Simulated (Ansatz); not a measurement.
# Si₃Ge₃H₁₄: how energies converge with the basis set

An exercise on one series of results from a longer session: the logs are not shown, and one member is left open.

Computed with Ansatz 0.2.0, Gaussian basis. Level: one geometry, several basis sets.

Plan: PBE0-D4/def2-SVP; ωB97M-V/def2-SVP; PBE0-D4/def2-QZVPP; ωB97M-V/def2-QZVPP; the functionals' def2-TZVPP values are taken from earlier runs.

**The relaxed structure**

The geometry comes from an earlier relaxation with PBE0-D4 in a triple-zeta def2 set; it is a stationary point, not always the lowest conformer.

20 atoms, charge 0, spin multiplicity 1.

Atoms are counted from 1 here; the program's logs count them from 0.

Bond lengths: Si1–Ge2 2.380 Å, Si1–H7 1.486 Å, Si1–H8 1.486 Å, Si1–H9 1.487 Å, Ge2–Si3 2.383 Å, Ge2–H10 1.542 Å, Ge2–H11 1.542 Å, Si3–Ge4 2.381 Å, Si3–H12 1.489 Å, Si3–H13 1.489 Å, Ge4–Si5 2.380 Å, Ge4–H14 1.541 Å, Ge4–H15 1.541 Å, Si5–Ge6 2.379 Å, Si5–H16 1.489 Å, Si5–H17 1.488 Å, Ge6–H18 1.539 Å, Ge6–H19 1.538 Å and more. Angles: Ge2–Si1–H7 110.9°, Ge2–Si1–H8 109.8°, Ge2–Si1–H9 109.8°, H7–Si1–H8 108.8°, H7–Si1–H9 108.6°, H8–Si1–H9 108.9°, Si1–Ge2–Si3 113.5°, Si1–Ge2–H10 108.1°, Si1–Ge2–H11 109.4°, Si3–Ge2–H10 109.3°, Si3–Ge2–H11 109.1°, H10–Ge2–H11 107.2°, Ge2–Si3–Ge4 110.7°, Ge2–Si3–H12 109.3°, Ge2–Si3–H13 109.5°, Ge4–Si3–H12 109.3°, Ge4–Si3–H13 109.9°, H12–Si3–H13 108.1° and more.

The first run:

Contents of in.yaml:

```yaml
crystal:
  periodic: [false, false, false]
  atoms:
    - {symbol: Si, position_ang: [-1.972460, 1.878898, 0.277226]}
    - {symbol: Ge, position_ang: [-1.557262, 0.218960, 1.932156]}
    - {symbol: Si, position_ang: [0.712843, -0.501034, 2.008312]}
    - {symbol: Ge, position_ang: [1.141473, -2.115296, 0.311935]}
    - {symbol: Si, position_ang: [0.442648, -1.274772, -1.801672]}
    - {symbol: Ge, position_ang: [1.425329, 0.862403, -2.159222]}
    - {symbol: H, position_ang: [-1.744903, 1.335061, -1.087084]}
    - {symbol: H, position_ang: [-1.066860, 3.038527, 0.488735]}
    - {symbol: H, position_ang: [-3.382112, 2.343743, 0.373388]}
    - {symbol: H, position_ang: [-1.952963, 0.799724, 3.304868]}
    - {symbol: H, position_ang: [-2.464549, -1.000508, 1.673926]}
    - {symbol: H, position_ang: [1.608043, 0.671950, 1.808612]}
    - {symbol: H, position_ang: [1.005876, -1.083909, 3.347339]}
    - {symbol: H, position_ang: [2.647219, -2.440407, 0.264607]}
    - {symbol: H, position_ang: [0.385932, -3.416315, 0.644433]}
    - {symbol: H, position_ang: [0.838062, -2.200329, -2.898908]}
    - {symbol: H, position_ang: [-1.040860, -1.154259, -1.804674]}
    - {symbol: H, position_ang: [2.943739, 0.710767, -2.355622]}
    - {symbol: H, position_ang: [0.836624, 1.563380, -3.394677]}
    - {symbol: H, position_ang: [1.194180, 1.763415, -0.933667]}
basis:
  gaussian: {orbitals: def2-SVP}
hamiltonian: {xc: pbe0, dispersion: d4}
output: {orbitals: {seedname: orbitals}}
```

Among the steps run: PBE0-D4 in def2-SVP; ωB97M-V in def2-SVP; PBE0-D4 in def2-QZVPP; ωB97M-V in def2-QZVPP.

One table of the session follows, with a row left open; its other results are not shown here.

It belongs to the step «Functionals by basis». 

| functional | basis | HOMO (eV) |
| --- | --- | --- |
| PBE0-D4 | def2-SVP | ? |
| PBE0-D4 | def2-TZVPP | -7.74 |
| PBE0-D4 | def2-QZVPP | -7.74 |
| ωB97M-V | def2-SVP | -9.68 |
| ωB97M-V | def2-TZVPP | -9.67 |
| ωB97M-V | def2-QZVPP | -9.66 |

Estimate the missing values for PBE0-D4, def2-SVP.

The run gave: HOMO (eV): -7.79. In the column «HOMO (eV)» it lies between ωB97M-V, def2-QZVPP (-9.66) and PBE0-D4, def2-TZVPP (-7.74).
